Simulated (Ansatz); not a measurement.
# Alloy of AlN and BN (9 of 48 Al sites exchanged), 96 atoms

How does this alloy cell relax, and what gap do PBEsol and HSE06 give?

All numbers are computed with Ansatz 0.2.0 (PAW, plane waves).

## 1. Starting point

96 atoms (39 Al, 9 B, 48 N); a = 9.015 Å, b = 10.410 Å, c = 9.671 Å, α = 90.00°, β = 90.00°, γ = 90.00°. All atoms were shaken off their sites by about 0.02 Å along each axis.

Steps to follow: (2) PBEsol cell relaxation at the single k point (½, ½, ½), on 7 threads of Arm Neoverse-V2; (3) HSE06 single point at the Γ point alone, on 7 threads of Arm Neoverse-V2.

## 2. Relaxing cell and atoms with PBEsol

Contents of in.yaml:

```yaml
crystal:
  lattice:
    - [9.014941, 0.000000, 0.000000]
    - [0.000000, 10.409557, 0.000000]
    - [0.000000, 0.000000, 9.670567]
  atoms:
    - { symbol: Al, position: [0.167775, 0.083825, 0.249662] }
    - { symbol: Al, position: [0.999020, 0.333744, 0.752222] }
    - { symbol: Al, position: [0.330727, 0.334100, 0.247650] }
    - { symbol: Al, position: [0.335701, 0.335262, 0.749654] }
    - { symbol: Al, position: [0.168596, 0.583584, 0.252459] }
    - { symbol: Al, position: [0.993835, 0.835447, 0.249866] }
    - { symbol: Al, position: [0.997359, 0.835387, 0.749044] }
    - { symbol: Al, position: [0.832692, 0.086266, 0.251124] }
    - { symbol: Al, position: [0.834809, 0.080663, 0.751492] }
    - { symbol: Al, position: [0.667834, 0.333235, 0.247591] }
    - { symbol: Al, position: [0.664670, 0.334532, 0.747900] }
    - { symbol: Al, position: [0.500197, 0.582525, 0.249224] }
    - { symbol: Al, position: [0.502256, 0.581322, 0.747219] }
    - { symbol: Al, position: [0.335066, 0.830936, 0.251012] }
    - { symbol: Al, position: [0.327204, 0.833833, 0.747301] }
    - { symbol: Al, position: [0.832783, 0.584379, 0.746932] }
    - { symbol: Al, position: [0.666696, 0.833676, 0.247683] }
    - { symbol: Al, position: [0.665071, 0.832958, 0.750908] }
    - { symbol: Al, position: [0.000866, 0.171408, 0.500508] }
    - { symbol: Al, position: [0.999457, 0.168476, 0.000020] }
    - { symbol: Al, position: [0.333144, 0.167678, 0.501362] }
    - { symbol: Al, position: [0.333502, 0.166327, 0.001838] }
    - { symbol: Al, position: [0.166416, 0.416342, 0.499298] }
    - { symbol: Al, position: [0.166944, 0.415009, 0.997296] }
    - { symbol: Al, position: [0.998119, 0.668553, 0.496583] }
    - { symbol: Al, position: [0.998482, 0.666150, 0.999656] }
    - { symbol: Al, position: [0.663732, 0.166939, 0.000894] }
    - { symbol: Al, position: [0.502402, 0.417545, 0.494707] }
    - { symbol: Al, position: [0.334600, 0.666916, 0.998030] }
    - { symbol: Al, position: [0.168589, 0.916001, 0.500190] }
    - { symbol: Al, position: [0.167369, 0.918440, 0.998187] }
    - { symbol: Al, position: [0.836703, 0.421233, 0.498387] }
    - { symbol: Al, position: [0.835626, 0.416004, 0.002814] }
    - { symbol: Al, position: [0.670865, 0.669223, 0.500293] }
    - { symbol: Al, position: [0.672234, 0.668551, 0.999349] }
    - { symbol: Al, position: [0.500408, 0.917746, 0.497028] }
    - { symbol: Al, position: [0.496487, 0.913582, 0.994612] }
    - { symbol: Al, position: [0.834232, 0.918440, 0.498173] }
    - { symbol: Al, position: [0.833985, 0.914191, 0.001067] }
    - { symbol: B, position: [0.166908, 0.081743, 0.752281] }
    - { symbol: B, position: [0.001251, 0.331326, 0.246804] }
    - { symbol: B, position: [0.501595, 0.078419, 0.249654] }
    - { symbol: B, position: [0.500867, 0.084214, 0.746405] }
    - { symbol: B, position: [0.166561, 0.582108, 0.749637] }
    - { symbol: B, position: [0.832252, 0.579421, 0.251650] }
    - { symbol: B, position: [0.666625, 0.165273, 0.497016] }
    - { symbol: B, position: [0.498204, 0.419625, 0.998852] }
    - { symbol: B, position: [0.333624, 0.667044, 0.501498] }
    - { symbol: N, position: [0.001043, 0.167409, 0.188502] }
    - { symbol: N, position: [0.000216, 0.164794, 0.686613] }
    - { symbol: N, position: [0.334548, 0.169905, 0.188098] }
    - { symbol: N, position: [0.334241, 0.167097, 0.686627] }
    - { symbol: N, position: [0.168675, 0.414377, 0.187228] }
    - { symbol: N, position: [0.166172, 0.415101, 0.688297] }
    - { symbol: N, position: [0.000062, 0.667464, 0.189837] }
    - { symbol: N, position: [0.003384, 0.668392, 0.688340] }
    - { symbol: N, position: [0.664091, 0.167609, 0.189923] }
    - { symbol: N, position: [0.664335, 0.165664, 0.691970] }
    - { symbol: N, position: [0.496766, 0.413631, 0.190995] }
    - { symbol: N, position: [0.498384, 0.416417, 0.689495] }
    - { symbol: N, position: [0.332860, 0.669347, 0.193852] }
    - { symbol: N, position: [0.331373, 0.667345, 0.687352] }
    - { symbol: N, position: [0.164884, 0.917355, 0.188863] }
    - { symbol: N, position: [0.166765, 0.917351, 0.687033] }
    - { symbol: N, position: [0.832263, 0.417334, 0.189194] }
    - { symbol: N, position: [0.832577, 0.417886, 0.685599] }
    - { symbol: N, position: [0.663947, 0.667012, 0.189215] }
    - { symbol: N, position: [0.665236, 0.667874, 0.688556] }
    - { symbol: N, position: [0.500962, 0.916795, 0.188513] }
    - { symbol: N, position: [0.501573, 0.918832, 0.688933] }
    - { symbol: N, position: [0.834660, 0.920826, 0.189895] }
    - { symbol: N, position: [0.832584, 0.918080, 0.691267] }
    - { symbol: N, position: [0.161454, 0.085450, 0.440058] }
    - { symbol: N, position: [0.165371, 0.082175, 0.939397] }
    - { symbol: N, position: [0.000985, 0.333438, 0.438641] }
    - { symbol: N, position: [0.998347, 0.332583, 0.936700] }
    - { symbol: N, position: [0.498665, 0.082321, 0.441509] }
    - { symbol: N, position: [0.500913, 0.080268, 0.939410] }
    - { symbol: N, position: [0.333943, 0.330011, 0.442039] }
    - { symbol: N, position: [0.334297, 0.332051, 0.937300] }
    - { symbol: N, position: [0.163722, 0.581753, 0.443171] }
    - { symbol: N, position: [0.168723, 0.584006, 0.940028] }
    - { symbol: N, position: [0.000229, 0.831580, 0.439639] }
    - { symbol: N, position: [0.003323, 0.831068, 0.938894] }
    - { symbol: N, position: [0.837730, 0.081676, 0.439875] }
    - { symbol: N, position: [0.833134, 0.081367, 0.941337] }
    - { symbol: N, position: [0.671247, 0.334001, 0.438865] }
    - { symbol: N, position: [0.666515, 0.332453, 0.937099] }
    - { symbol: N, position: [0.497107, 0.580645, 0.442608] }
    - { symbol: N, position: [0.501171, 0.585761, 0.936966] }
    - { symbol: N, position: [0.333194, 0.830541, 0.441714] }
    - { symbol: N, position: [0.332361, 0.831983, 0.943514] }
    - { symbol: N, position: [0.831732, 0.581096, 0.436532] }
    - { symbol: N, position: [0.836012, 0.580771, 0.939749] }
    - { symbol: N, position: [0.664840, 0.836379, 0.438407] }
    - { symbol: N, position: [0.668690, 0.832566, 0.938605] }
kpoints:
  mp_grid: { grid: [1, 1, 1], shift: [0.5, 0.5, 0.5] }
hamiltonian:
  xc: pbesol
scf:
  occupations: { method: fermi_dirac, width: 0.01 }
relax:
  f_tol: 0.03
  max_steps: 80
  escape_saddle: false
  adjacent_minimum: "off"
  cell: { fix: [alpha, beta, gamma] }
output:
  forces: true
  eigenvalues: true
  populations: true
```

Command:

```bash
$ ansatz run in.yaml --threads 7 --pin off --max-ram 13300MiB --runs-dir r --events-out ev --progress --plain
```

After this run come: HSE06 single point.

Q: Predict the outcome of this session. Wanted: for each run, top filled to lowest empty.

The runs gave:

```
             level                     time   k points  top filled to lowest empty (eV)
PBEsol, relaxation     45 s (7 CPU threads)  (½, ½, ½)                             5.16
             HSE06  3.1 min (7 CPU threads)          Γ                             5.68
```

| quantity | value |
| --- | --- |
| relaxation | 8 recorded steps, 15.83 eV gained |
| largest shift | 0.30 Å (N85) |
| relaxed cell | a = 8.994 Å, b = 10.474 Å, c = 9.689 Å, α = 90.00°, β = 90.00°, γ = 90.00° |
| mean bonds | Al–N 1.884, B–N 1.648 Å |

**In words.** The relaxation lowers the energy by 15.83 eV; the largest shift is 0.30 Å (N85), while the volume changes by +0.6 %. The mean lengths of the listed bonds run from B–N 1.65 Å to Al–N 1.88 Å. Rows on different k points differ by sampling as well as by level. With one k point the spacing samples only the states that fold onto it, so it can exceed the gap over the zone.
